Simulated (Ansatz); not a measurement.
2 structures of TiSe, a ranking of polymorphs by energy

Program: Ansatz's Python interface.

Run as a notebook:

**Cell 1**
```python
import ansatz as az
from ase import Atoms
import numpy as np
import pandas as pd
import spglib
```

**Cell 2**
```python
def run_phase(name, crystal):
    calc = (
        crystal.calculation()
        .basis(420)
        .functional(az.Functional.PBESOL)
        .kpoints(spacing=0.3)
        .occupations("fermi_dirac", width=0.05)
        .stress()
        .band_table()
    )
    calc = calc.relax(force_tolerance=0.01, max_steps=60, fix_cell=["shape"])
    return calc.run(threads=1, backend="cpu")


def space_group(outcome):
    sites = outcome.report["lattice"]["sites"]
    kinds = sorted({site["symbol"] for site in sites})
    cell = (outcome.lattice.cell_ang, [site["position_frac"] for site in sites], [kinds.index(site["symbol"]) for site in sites])
    return spglib.get_spacegroup(cell, symprec=0.01)


def pressure_gpa(outcome):
    return float(np.trace(outcome.report["stress_gpa"]) / 3)
```

**Cell 3**
```python
def volume_per_atom(outcome):
    return abs(np.linalg.det(outcome.lattice.cell_ang)) / len(outcome.lattice.sites)

phases = {}
p6_3_mmc = (
    az.Lattice.from_parameters(3.559, 3.559, 6.22, alpha=90.0, beta=90.0, gamma=120.0)
    .atom("Ti", [0.0, 0.0, 0.0])
    .atom("Ti", [0.0, 0.0, 0.5])
    .atom("Se", [1 / 3, 2 / 3, 0.25])
    .atom("Se", [2 / 3, 1 / 3, 0.75])
)
phases["P6_3/mmc"] = p6_3_mmc
atoms = Atoms(
    ["Ti", "Ti", "Se", "Se"],
    scaled_positions=[
        [0.5, 0.5, 0.0],
        [0.0, 0.0, 0.0],
        [0.5, 0.0, 0.239444],
        [0.0, 0.5, 0.760556],
    ],
    cell=[
        [4.178357, 0.0, 0.0],
        [0.0, 4.178357, 0.0],
        [0.0, 0.0, 5.984423],
    ],
    pbc=True,
)
p4_nmm = az.Crystal.from_ase(atoms)
phases["P4/nmm"] = p4_nmm
```

**Cell 4**
```python
done = {}
for name, crystal in phases.items():
    try:
        done[name] = run_phase(name, crystal)
    except az.NonConvergedError as error:
        print(name, "did not converge:", str(error)[:120])
```

**Cell 5**
```python
energy = {name: o.report["energy_sigma0_ev"] / len(o.lattice.sites) for name, o in done.items()}
lowest = min(energy.values())
rows = [(name, len(o.lattice.sites), 1000 * (energy[name] - lowest), space_group(o), pressure_gpa(o), volume_per_atom(o)) for name, o in done.items()]
rows.sort(key=lambda row: row[2])
print(pd.DataFrame(rows, columns=["phase", "atoms", "dE (meV/atom)", "space group", "P (GPa)", "V (A^3/atom)"]).round(4).to_string(index=False))
```
Output:
```text
   phase  atoms  dE (meV/atom)    space group  P (GPa)  V (A^3/atom)
P6_3/mmc      4         0.0000 P6_3/mmc (194)   -0.002       16.9552
  P4/nmm      4       319.2855   P4/nmm (129)   -0.015       24.2083
```

By space group at the end of each run: P6_3/mmc (+0 meV an atom, 17.0 Å³) and P4/nmm (+319 meV an atom, 24.2 Å³).

Reading the output:
- For the metals among these phases the mesh is modest: differences between phases can be off by up to 40 meV an atom.
- Atoms and volume are relaxed with the cell's shape held, which in cells of lower than cubic symmetry can hide stresses and shift volumes.
- Pressure is positive in compression.
- The cells come from databases of deposited and of computed structures, and not all need be stable phases.
- The ranking holds among these structures alone, at zero temperature; the ground state may be another structure. Differences under about 40 meV an atom lie within the error of mesh and functional.
- Run time: 42 s on 1 thread of Arm Neoverse V2, with other jobs on the host, peak memory 0.55 GiB.

(Lines on the test bed's own set-up are left out of the output.)
